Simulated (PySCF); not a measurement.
# C4H12InP: NMR shieldings

What do calculations give for the NMR shieldings of C4H12InP (`C=C[P+](C)(C)[InH3-]`)?

Programs: PySCF 2.14.0, with routines of our own; each step states its level. All values are computed. Atoms count from 0.

## Step 1: The system as given

18 atoms, charge 0, multiplicity 1; geometry from: GFN2-xTB.

## Step 2: NMR shieldings: PBE/pcSseg-1 In:us-x2c-TZVPall-2c, spin–orbit

What the job is given:

```
{"job": {"kind": "hnmr", "xc": "PBE", "basis": {"default": "pcSseg-1", "In": "us-x2c-TZVPall-2c"}, "rel": "so"}, "charge": 0, "multiplicity": 1}
C     -1.893320     1.590057     0.711320
C     -1.593365     0.319128     0.500226
P      0.064626    -0.183666    -0.022118
C      0.457591    -1.508074     1.177254
C     -0.292329    -1.152806    -1.532014
In     2.089344     1.501367    -0.416527
H     -1.148501     2.362662     0.577355
H     -2.875811     1.909096     1.022336
H     -2.322681    -0.474659     0.627076
H      0.594947    -1.060001     2.161268
H      1.392842    -1.979399     0.872975
H     -0.340542    -2.249709     1.215026
H     -0.635950    -0.472901    -2.311570
H      0.633825    -1.624560    -1.862401
H     -1.051244    -1.911188    -1.338348
H      3.230095     0.648919     0.490020
H      2.152182     1.332261    -2.094515
H      1.529532     2.959790     0.210983
```

Method: PBE/pcSseg-1 In:us-x2c-TZVPall-2c GIAO NMR shielding, X2C with spin-orbit coupling, screened-nuclear two-electron part, Gaussian nuclei, gas phase.

On the command line:

```bash
$ OMP_NUM_THREADS=1 python heavy_run.py task.json out
```

This one command runs all jobs of the session in turn.

Log:

```text
spin-free SCF
coarse grid: 64888 points
cycle   1  E = -6381.7718721525  dE =  3.731e-02  |g| = 6.573e-01  |ddm| = 2.326e+02
cycle   2  E = -6381.6798158283  dE =  9.206e-02  |g| = 8.994e-01  |ddm| = 1.222e+00
cycle   3  E = -6381.8700134915  dE = -1.902e-01  |g| = 8.359e-02  |ddm| = 7.742e-01
cycle   4  E = -6381.8713568351  dE = -1.343e-03  |g| = 5.985e-02  |ddm| = 1.984e-01
cycle   5  E = -6381.8721851415  dE = -8.283e-04  |g| = 2.869e-02  |ddm| = 7.544e-02
cycle   6  E = -6381.8724089724  dE = -2.238e-04  |g| = 5.957e-03  |ddm| = 2.709e-02
cycle   7  E = -6381.8724183643  dE = -9.392e-06  |g| = 1.656e-03  |ddm| = 8.585e-03
final grid: 135272 points
cycle   8  E = -6381.8706270495  dE =  5.770e-07  |g| = 3.592e-03  |ddm| = 6.709e-03
cycle   9  E = -6381.8706195352  dE =  7.514e-06  |g| = 5.962e-03  |ddm| = 9.761e-03
cycle  10  E = -6381.8706289422  dE = -9.407e-06  |g| = 1.484e-03  |ddm| = 6.952e-03
cycle  11  E = -6381.8706292492  dE = -3.070e-07  |g| = 1.001e-03  |ddm| = 1.796e-03
cycle  12  E = -6381.8706295319  dE = -2.826e-07  |g| = 1.353e-04  |ddm| = 9.798e-04
cycle  13  E = -6381.8706295368  dE = -4.949e-09  |g| = 2.074e-05  |ddm| = 1.696e-04
converged SCF energy = -6381.8706295368
two-component SCF
cycle   1  E = -6381.2985493237  dE = -6.381e+03  |FDS-SDF| = 4.101e+01
cycle   2  E = -6382.5962515858  dE = -1.298e+00  |FDS-SDF| = 5.952e-02
cycle   3  E = -6382.5962553948  dE = -3.809e-06  |FDS-SDF| = 8.873e-03
cycle   4  E = -6382.5962551290  dE =  2.658e-07  |FDS-SDF| = 4.928e-03
cycle   5  E = -6382.5962564833  dE = -1.354e-06  |FDS-SDF| = 1.315e-03
cycle   6  E = -6382.5962566827  dE = -1.994e-07  |FDS-SDF| = 1.534e-04
cycle   7  E = -6382.5962566886  dE = -5.912e-09  |FDS-SDF| = 5.425e-05
converged, E = -6382.5962566886

Field gradients (au) and densities at the nuclei (bohr^-3)
atom        Vxx        Vyy        Vzz        centre      nuclear mean
  0 C     -0.1561    -0.2433     0.3993        114.595        114.594
  1 C      0.0030     0.2408    -0.2438        114.603        114.603
  2 P      0.4878     0.5053    -0.9931       1939.059       1939.032
  3 C     -0.0451    -0.0523     0.0974        114.409        114.409
  4 C     -0.0428    -0.0548     0.0976        114.410        114.410
  5 In    -2.1379    -2.1870     4.3248     159680.965     158676.235
  6 H     -0.1523    -0.1657     0.3180          0.382          0.382
  7 H     -0.1622    -0.1697     0.3319          0.386          0.386
  8 H     -0.1522    -0.1685     0.3207          0.382          0.382
  9 H     -0.1526    -0.1584     0.3110          0.376          0.376
 10 H     -0.1516    -0.1577     0.3093          0.376          0.376
 11 H     -0.1547    -0.1575     0.3122          0.379          0.379
 12 H     -0.1524    -0.1582     0.3106          0.376          0.376
 13 H     -0.1516    -0.1580     0.3096          0.376          0.376
 14 H     -0.1546    -0.1575     0.3121          0.379          0.379
 15 H     -0.0565    -0.0628     0.1192          0.333          0.333
 16 H     -0.0566    -0.0629     0.1195          0.333          0.333
 17 H     -0.0573    -0.0639     0.1212          0.334          0.334
without picture change
  5 In                           4.7517                    321743.159

Core orbital energies (eV)
atom   shell        mean    spread
  2 P  1s        -2083.060   0.000
  2 P  2s         -173.501   0.000
  2 P  3s          -19.372   0.000
  2 P  2p1/2      -124.674   0.000
  2 P  2p3/2      -123.787   0.076
  5 In 1s       -27700.648   0.000
  5 In 2s        -4146.712   0.000
  5 In 3s         -785.977   0.000
  5 In 4s         -118.321   0.000
  5 In 2p1/2     -3866.282   0.000
  5 In 2p3/2     -3656.755   0.028
  5 In 3p1/2      -673.035   0.000
  5 In 3p3/2      -635.081   0.088
  5 In 4p1/2       -81.490   0.000
  5 In 4p3/2       -74.846   0.118
  5 In 3d3/2      -435.384   0.082
  5 In 3d5/2      -427.747   0.107
  5 In 4d3/2       -18.120   0.074
  5 In 4d5/2       -17.270   0.154

Shielding tensors (ppm)
atom      isotropic    diamagn.    paramagn.     s11        s22        s33       span
  0 C        39.29      255.22     -215.94     -75.20      37.14     155.92     231.12
  1 C        40.57      263.26     -222.69     -65.55      43.83     143.43     208.98
  2 P       337.64      953.63     -615.99     298.12     332.07     382.72      84.60
  3 C       163.51      254.21      -90.69     151.79     156.84     181.91      30.13
  4 C       163.11      254.26      -91.15     152.66     155.56     181.11      28.46
  5 In     3755.02     4621.79     -866.77    3711.33    3747.25    3806.49      95.16
  6 H        24.81       32.62       -7.81      22.02      22.47      29.93       7.91
  7 H        25.20       28.84       -3.65      22.68      24.28      28.62       5.94
  8 H        25.35       33.03       -7.68      22.69      24.52      28.83       6.14
  9 H        30.10       31.54       -1.44      25.52      28.21      36.57      11.04
 10 H        30.10       31.56       -1.46      25.33      28.81      36.17      10.83
 11 H        30.19       31.80       -1.61      25.43      27.87      37.29      11.86
 12 H        30.10       31.64       -1.54      25.44      28.39      36.47      11.03
 13 H        30.10       31.59       -1.49      25.45      28.73      36.12      10.67
 14 H        30.21       31.83       -1.62      25.40      27.90      37.31      11.91
 15 H        26.60       28.94       -2.34      14.70      23.11      41.99      27.29
 16 H        26.55       28.98       -2.43      14.53      23.06      42.07      27.54
 17 H        26.52       28.90       -2.38      14.91      22.51      42.15      27.24
```

Run time: 2 min. Hardware: 1 thread of Intel Xeon 6975P-C, shared host; peak memory 1.2 GiB.

Key values:

```
                       quantity       value
energy from spin-orbit coupling  -0.7256 Eh
```

## Step 3: NMR shieldings: PBE/pcSseg-1 In:us-x2c-TZVPall-2c, spin-free

Settings changed since step 2:

```diff
@@ -1,2 +1,2 @@
-{"job": {"kind": "hnmr", "xc": "PBE", "basis": {"default": "pcSseg-1", "In": "us-x2c-TZVPall-2c"}, "rel": "so"}, "charge": 0, "multiplicity": 1}
+{"job": {"kind": "hnmr", "xc": "PBE", "basis": {"default": "pcSseg-1", "In": "us-x2c-TZVPall-2c"}, "rel": "sf"}, "charge": 0, "multiplicity": 1}
 C     -1.893320     1.590057     0.711320
```

Method: PBE/pcSseg-1 In:us-x2c-TZVPall-2c GIAO NMR shielding, spin-free X2C, Gaussian nuclei, gas phase.

Log:

```text
spin-free SCF
coarse grid: 64888 points
cycle   1  E = -6381.7718721525  dE =  3.731e-02  |g| = 6.573e-01  |ddm| = 2.326e+02
cycle   2  E = -6381.6798158283  dE =  9.206e-02  |g| = 8.994e-01  |ddm| = 1.222e+00
cycle   3  E = -6381.8700134915  dE = -1.902e-01  |g| = 8.359e-02  |ddm| = 7.742e-01
cycle   4  E = -6381.8713568351  dE = -1.343e-03  |g| = 5.985e-02  |ddm| = 1.984e-01
cycle   5  E = -6381.8721851415  dE = -8.283e-04  |g| = 2.869e-02  |ddm| = 7.544e-02
cycle   6  E = -6381.8724089724  dE = -2.238e-04  |g| = 5.957e-03  |ddm| = 2.709e-02
cycle   7  E = -6381.8724183643  dE = -9.392e-06  |g| = 1.656e-03  |ddm| = 8.585e-03
final grid: 135272 points
cycle   8  E = -6381.8706270495  dE =  5.770e-07  |g| = 3.592e-03  |ddm| = 6.709e-03
cycle   9  E = -6381.8706195352  dE =  7.514e-06  |g| = 5.962e-03  |ddm| = 9.761e-03
cycle  10  E = -6381.8706289422  dE = -9.407e-06  |g| = 1.484e-03  |ddm| = 6.952e-03
cycle  11  E = -6381.8706292492  dE = -3.070e-07  |g| = 1.001e-03  |ddm| = 1.796e-03
cycle  12  E = -6381.8706295319  dE = -2.826e-07  |g| = 1.353e-04  |ddm| = 9.798e-04
cycle  13  E = -6381.8706295368  dE = -4.949e-09  |g| = 2.074e-05  |ddm| = 1.696e-04
converged SCF energy = -6381.8706295368
check of the scalar solution
cycle   1  E = -6381.8706295368  dE = -6.382e+03  |FDS-SDF| = 4.010e+00
cycle   2  E = -6381.8714947149  dE = -8.652e-04  |FDS-SDF| = 1.864e-03
cycle   3  E = -6381.8714947145  dE =  4.056e-10  |FDS-SDF| = 1.403e-04
cycle   4  E = -6381.8714947128  dE =  1.763e-09  |FDS-SDF| = 1.667e-04
cycle   5  E = -6381.8714947158  dE = -3.050e-09  |FDS-SDF| = 2.142e-05
converged, E = -6381.8714947158

Field gradients (au) and densities at the nuclei (bohr^-3)
atom        Vxx        Vyy        Vzz        centre      nuclear mean
  0 C     -0.1561    -0.2433     0.3993        114.595        114.594
  1 C      0.0030     0.2408    -0.2438        114.603        114.603
  2 P      0.4879     0.5053    -0.9932       1939.065       1939.037
  3 C     -0.0451    -0.0523     0.0974        114.409        114.409
  4 C     -0.0428    -0.0548     0.0976        114.410        114.410
  5 In    -2.1343    -2.1832     4.3175     159596.127     158591.397
  6 H     -0.1523    -0.1657     0.3180          0.382          0.382
  7 H     -0.1622    -0.1697     0.3319          0.386          0.386
  8 H     -0.1522    -0.1685     0.3207          0.382          0.382
  9 H     -0.1526    -0.1584     0.3110          0.376          0.376
 10 H     -0.1516    -0.1577     0.3093          0.376          0.376
 11 H     -0.1547    -0.1575     0.3122          0.379          0.379
 12 H     -0.1524    -0.1582     0.3106          0.376          0.376
 13 H     -0.1516    -0.1580     0.3096          0.376          0.376
 14 H     -0.1546    -0.1575     0.3121          0.379          0.379
 15 H     -0.0565    -0.0628     0.1193          0.333          0.333
 16 H     -0.0567    -0.0629     0.1196          0.333          0.333
 17 H     -0.0573    -0.0640     0.1213          0.334          0.334
without picture change
  5 In                           4.7549                    321753.442

Core orbital energies (eV)
atom   shell        mean    spread
  2 P  1s        -2083.061   0.000
  2 P  2s         -173.501   0.000
  2 P  3s          -19.373   0.000
  2 P  2p         -124.083   0.112
  5 In 1s       -27702.027   0.000
  5 In 2s        -4146.965   0.000
  5 In 3s         -786.030   0.000
  5 In 4s         -118.329   0.000
  5 In 2p        -3724.207   0.041
  5 In 3p         -647.317   0.133
  5 In 4p          -76.980   0.179
  5 In 3d         -430.822   0.119
  5 In 4d          -17.610   0.289

Shielding tensors (ppm)
atom      isotropic    diamagn.    paramagn.     s11        s22        s33       span
  0 C        39.58      255.09     -215.51     -75.44      36.75     157.43     232.87
  1 C        39.44      263.13     -223.69     -66.05      42.70     141.67     207.72
  2 P       338.50      965.93     -627.43     296.59     340.77     378.16      81.57
  3 C       163.06      253.95      -90.89     151.85     155.92     181.41      29.56
  4 C       162.71      254.01      -91.30     152.48     154.96     180.68      28.20
  5 In     2989.01     4999.27    -2010.25    2913.80    3007.44    3045.81     132.01
  6 H        24.79       32.62       -7.83      22.01      22.41      29.95       7.94
  7 H        25.20       28.84       -3.64      22.70      24.26      28.64       5.94
  8 H        25.23       33.02       -7.79      22.73      24.19      28.77       6.04
  9 H        30.12       31.54       -1.41      25.57      28.23      36.57      11.00
 10 H        30.13       31.55       -1.41      25.41      28.82      36.17      10.75
 11 H        30.32       31.79       -1.47      25.80      27.87      37.31      11.51
 12 H        30.13       31.63       -1.51      25.50      28.41      36.47      10.97
 13 H        30.13       31.58       -1.45      25.52      28.75      36.13      10.62
 14 H        30.35       31.82       -1.48      25.80      27.90      37.33      11.53
 15 H        27.43       29.07       -1.63      17.70      22.04      42.56      24.86
 16 H        27.45       29.10       -1.65      17.67      22.04      42.64      24.97
 17 H        27.27       29.01       -1.74      17.63      21.44      42.72      25.09
```

It took 34 s on 1 thread of Intel Xeon 6975P-C, shared host; peak memory 1 GiB.

## Step 4: Shieldings side by side

```
                                                  run     In5    C1   H16     P2   H15   H17     C3   time
step 2, PBE/pcSseg-1 In:us-x2c-TZVPall-2c, spin–orbit  3755.0  40.6  26.6  337.6  26.6  26.5  163.5  2 min
 step 3, PBE/pcSseg-1 In:us-x2c-TZVPall-2c, spin-free  2989.0  39.4  27.5  338.5  27.4  27.3  163.1   34 s
```

## Step 5: Results

```
                                                                               quantity                                                           value
energy from spin-orbit coupling (step 2, PBE/pcSseg-1 In:us-x2c-TZVPall-2c, spin–orbit)                                                      -0.7256 Eh
                     shieldings (step 2, PBE/pcSseg-1 In:us-x2c-TZVPall-2c, spin–orbit)  C0 39.3, C1 40.6, P2 337.6, C3 163.5, C4 163.1, In5 3755.0 ppm
                      shieldings (step 3, PBE/pcSseg-1 In:us-x2c-TZVPall-2c, spin-free)  C0 39.6, C1 39.4, P2 338.5, C3 163.1, C4 162.7, In5 2989.0 ppm
```

What this shows: A contracted two-component basis is stiff near heavy nuclei, so the absolute shieldings of the heavy atoms from it are rough. In step 2, C0 has the widest tensor, 231 ppm. In5 moves most between the runs, by 766 ppm; the labels say what changes from run to run. The geometry comes from tight binding, which is rough for metal atoms, and these values hang on it.
